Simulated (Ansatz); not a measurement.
# GePH3 (quintet): the correlation ladder, cc-pVDZ

One table from this session's results is given with a row withheld; the runs are named, their logs left out.

Method: cc-pVDZ, core rule «outside noble gas», up to 19 orbitals frozen; program: Ansatz 0.2.0, Gaussian basis.

The runs, in order: UHF; CCSD(T) on ROHF; CCSD(T) on UHF; BCCD(T) on ROHF; CISD as a restricted active space (open shells left free, so some higher excitations enter); CCSDT(Q) on ROHF; CCSDT(Q) on UHF; CASSCF and MRCISD+Q, 12 electrons in 11 orbitals; CASSCF and NEVPT2, 12 electrons in 11 orbitals.

22 further runs of the same task are left out: 5 that didn't finish, 17 set aside as unsound or not needed. Runs told in other sessions of the task aren't counted.

## The system

The geometry is a PBE0/def2-TZVP stationary point (not a proven minimum) of the parent state, kept for this charge and spin. No spin-orbit coupling is included. The filled d shell of Ge may be among the frozen orbitals whatever the setting's name suggests.

5 atoms, charge 0, spin multiplicity 5.

Atoms are counted from 1 here; the program's logs count them from 0.

Bond lengths: Ge1–P2 2.316 Å, Ge1–H3 1.551 Å, Ge1–H4 1.551 Å, P2–H5 1.424 Å. Angles: P2–Ge1–H3 109.5°, P2–Ge1–H4 109.5°, H3–Ge1–H4 107.1°, Ge1–P2–H5 95.1°.

The first run:

Contents of in.yaml:

```yaml
crystal:
  periodic: [false, false, false]
  atoms:
    - {symbol: Ge, position_ang: [-0.052048, 0.000000, 0.683893]}
    - {symbol: P, position_ang: [0.120362, 0.000000, -1.625284]}
    - {symbol: H, position_ang: [0.668361, -1.247634, 1.257545]}
    - {symbol: H, position_ang: [0.668346, 1.247644, 1.257544]}
    - {symbol: H, position_ang: [-1.284444, -0.000008, -1.857119]}
basis:
  gaussian: {orbitals: cc-pVDZ}
magnetization: {spin_polarized: true, initial_magnetization: 4}
hamiltonian: {xc: hf}
output: {orbitals: {seedname: orbitals}}
```

The run is started by

```sh
$ ansatz run in.yaml --threads 1 --pin off --events-out ev --progress --plain --max-ram 2393MiB
```

Steps of the session up to this table: UHF; CCSD(T) on ROHF; CCSD(T) on UHF; BCCD(T) on ROHF; CISD as a restricted active space (open shells left free, so some higher excitations enter); CCSDT(Q) on ROHF; CCSDT(Q) on UHF; CASSCF and MRCISD+Q, 12 electrons in 11 orbitals; CASSCF and NEVPT2, 12 electrons in 11 orbitals.

One table of the session follows, with a row left open; its other results are not shown here.

```
          method  from UCCSDT(Q) (kJ/mol)
            ROHF                   +588.7
             UHF                   +572.5
            RMP2                   +130.4
            UMP2                   +129.4
            CISD                    +65.6
           RCCSD                        ?
           UCCSD                    +19.6
        RCCSD(T)                     +5.5
        UCCSD(T)                     +4.5
         BCCD(T)                     +5.3
          RCCSDT                     +1.8
          UCCSDT                     +0.8
       RCCSDT(Q)                     +1.0
       UCCSDT(Q)                        0
  CASSCF valence                   +441.4
  NEVPT2 valence                   +114.4
  MRCISD valence                    +39.8
MRCISD+Q valence                     +4.8
```

Q: Estimate the row for RCCSD from the others.

The run gave: from UCCSDT(Q) (kJ/mol): +20.9. In the column «from UCCSDT(Q) (kJ/mol)» it lies between UCCSD (+19.6) and MRCISD valence (+39.8).

Limits of these values: Restricted and unrestricted rows rest on different reference determinants; a gap between their highest levels can come from leftover correlation error, from unlike frozen cores or from another state.
